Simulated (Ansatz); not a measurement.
# GaAs (F-43m): dielectric-dependent hybrid calculation, by script

Aim: a dielectric-dependent hybrid calculation, for GaAs (F-43m), run from a script.

All numbers are computed with the Python package of Ansatz 0.2.0. The levels of theory stand in the script.

## Step 1: The system

It takes space group F-43m (No. 216, cubic). Conventional cell: a = 5.654 Å, b = 5.654 Å, c = 5.654 Å, α = 90.00°, β = 90.00°, γ = 90.00°. Around Ga (site symmetry -43m) lie 4 As at 2.45 Å. Around As (site symmetry -43m) lie 4 Ga at 2.45 Å.

No structure file is read: the coordinates are typed or built in the script.

## Step 2: Script

gaas.py reads:

```python
'''Dielectric-dependent hybrid for GaAs.'''

import ansatz as az
import numpy as np
from pymatgen.core import Lattice, Structure
from pymatgen.io.ase import AseAtomsAdaptor

SCF_TOL = 1e-10
SMEARING = 'fixed'


def count_gap(report):
    # lowest empty less highest filled band, counting bands; zero where they overlap
    return max(report.get('gap_by_band_count_ev') or 0.0, 0.0)


def main() -> None:
    pmg_structure = Structure(
        Lattice([[0.0, 2.82685, 2.82685], [2.82685, 0.0, 2.82685], [2.82685, 2.82685, 0.0]]),
        ['Ga', 'As'],
        [
            [0.0, 0.0, 0.0],
            [0.25, 0.25, 0.25],
        ],
    )
    structure = az.Crystal.from_ase(AseAtomsAdaptor.get_atoms(pmg_structure))

    setup = (
        structure.calculation()
        .basis(19 * az.Ha)
        .kpoints(4, center='gamma')
        .scf(tolerance=SCF_TOL)
        .occupations(SMEARING)
        .band_table()
    )
    semilocal = setup.functional('pbe').run().report
    hybrid = setup.functional(exchange='pbe', correlation='pbe', exact_fraction='inverse_dielectric').run().report
    alpha = hybrid['hybrid']['exact_exchange_fraction']
    print(f'fraction of exact exchange {alpha:.4f}, so eps_inf = {1 / alpha:.2f}')
    print(f'gap by band count: {count_gap(semilocal):.3f} eV semilocal, {count_gap(hybrid):.3f} eV hybrid')


if __name__ == '__main__':
    main()
```

## Step 3: The calls as engine input

The engine receives this input (first run):

```yaml
crystal:
  lattice:
    - [0.0, 2.82685, 2.82685]
    - [2.82685, 0.0, 2.82685]
    - [2.82685, 2.82685, 0.0]
  atoms:
    - { symbol: Ga, position: [0.0, 0.0, 0.0] }
    - { symbol: As, position: [0.25, 0.25, 0.25] }
basis:
  ecutwfc: 517.016338673772
kpoints:
  mp_grid:
    grid: [4, 4, 4]
    shift: [0.0, 0.0, 0.0]
hamiltonian:
  xc: pbe
scf:
  convergence:
    dr2_threshold: 1.0e-10
  occupations:
    method: fixed
output:
  eigenvalues: true
```

## Step 4: Launch

Run with:

```sh
$ python gaas.py
```

The log of the run:

```text
fraction of exact exchange 0.0732, so eps_inf = 13.67
gap by band count: 0.505 eV semilocal, 0.962 eV hybrid
```

Wall time 35 s (1 thread of Arm Neoverse V2, shared host); peak memory 1.1 GiB.

## Step 5: Inputs of later runs

The engine's inputs for the other runs:

Run 2, against run 1:

```diff
@@ -16 +16,5 @@
-  xc: pbe
+  xc:
+    exchange: pbe
+    correlation: pbe
+    exx:
+      coeff: inverse_dielectric
```

## Step 6: The runs side by side

From the records of these 2 runs:

| run | functional | hamiltonian.xc.exchange | hamiltonian.xc.correlation | energy (eV/atom) | gap on the mesh (eV) | SCF cycles | CPU time (s) |
| --- | --- | --- | --- | --- | --- | --- | --- |
| 1 | pbe | not set | not set | -4319.8314 | 0.51 | 8 | 0.96 |
| 2 | not set | pbe | pbe | -4320.0833 | 0.96 | 14 | 32 |

Totals hang on method, basis and potentials, so only like runs compare.

## Step 7: Results

```
       quantity                                                          value
  runs compared                                                              2
gap on the mesh  0.51 (pbe) to 0.96 eV (the functional composed in the script)
```

The fraction is 0.0732, one over a mean dielectric constant (a third of the trace) of 13.67. It opens the gap from 0.505 to 0.962 eV, by 0.46 eV. Energy and stress may still move on a finer k-point mesh. Levels are Kohn-Sham eigenvalues on this mesh, without spin-orbit coupling. The gaps are those of a coarse mesh; the run finds the dielectric constant of the semilocal functional on meshes of its own.
